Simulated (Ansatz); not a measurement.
# GaBH₃SCl: basis-set convergence

How large a basis does GaBH₃SCl need? Two functionals are run in growing sets.

Computed with Ansatz 0.2.0, Gaussian basis. Level: one geometry, several basis sets.

Levels to be run: PBE0-D4/def2-SVP; ωB97M-V/def2-SVP; PBE0-D4/def2-QZVPP; ωB97M-V/def2-QZVPP; the functionals' def2-TZVPP values are taken from earlier runs.

### Step 1. Structure used throughout

All runs share one geometry, relaxed beforehand with PBE0-D4 in a triple-zeta def2 set.

SMILES `B[S][GaH][Cl]`, 7 atoms, charge 0, spin multiplicity 1.

Atoms are counted from 1 here; the program's logs count them from 0.

Bond lengths: B1–S2 1.782 Å, B1–H5 1.195 Å, B1–H6 1.192 Å, S2–Ga3 2.210 Å, Ga3–Cl4 2.139 Å, Ga3–H7 1.550 Å. Angles: S2–B1–H5 121.7°, S2–B1–H6 116.9°, H5–B1–H6 121.4°, B1–S2–Ga3 98.3°, S2–Ga3–Cl4 114.7°, S2–Ga3–H7 124.7°, Cl4–Ga3–H7 120.6°.

As a file:

```
B    -0.69905    1.38899    0.44534
S    -1.32409   -0.22449    0.01920
Ga    0.60850   -1.21622   -0.38992
Cl    0.45314   -3.26888   -0.97061
H     0.47083    1.63019    0.44021
H    -1.50335    2.21956    0.73679
H     1.99401   -0.52915   -0.28100
```

### Step 2. PBE0-D4 in def2-SVP

in.yaml reads:

```yaml
crystal:
  periodic: [false, false, false]
  atoms:
    - {symbol: B, position_ang: [-0.699051, 1.388993, 0.445337]}
    - {symbol: S, position_ang: [-1.324094, -0.224493, 0.019196]}
    - {symbol: Ga, position_ang: [0.608501, -1.216222, -0.389916]}
    - {symbol: Cl, position_ang: [0.453144, -3.268882, -0.970613]}
    - {symbol: H, position_ang: [0.470834, 1.630190, 0.440206]}
    - {symbol: H, position_ang: [-1.503353, 2.219564, 0.736793]}
    - {symbol: H, position_ang: [1.994008, -0.529149, -0.281003]}
basis:
  gaussian: {orbitals: def2-SVP}
hamiltonian: {xc: pbe0, dispersion: d4}
output: {orbitals: {seedname: orbitals}}
```

On the command line:

```console
> ansatz run in.yaml --threads 2 --pin off --events-out ev --progress --plain --max-ram 4352MiB
```

Further steps of the session: ωB97M-V in def2-SVP; PBE0-D4 in def2-QZVPP; ωB97M-V in def2-QZVPP.

Before running them: what should the planned runs give, taken together? Wanted: PBE0-D4: double and triple zeta above quadruple; ωB97M-V: double and triple zeta above quadruple.

**Answer**, as computed:

```
                                       quantity           value
PBE0-D4: double and triple zeta above quadruple  17.44, 1.92 eV
ωB97M-V: double and triple zeta above quadruple  17.33, 1.84 eV
```

In words: For PBE0-D4 the step from double to triple zeta gains 15.53 eV and the next only 1.92 eV. These are total energies; as a rule much of such shifts cancels in differences, which this series doesn't test.
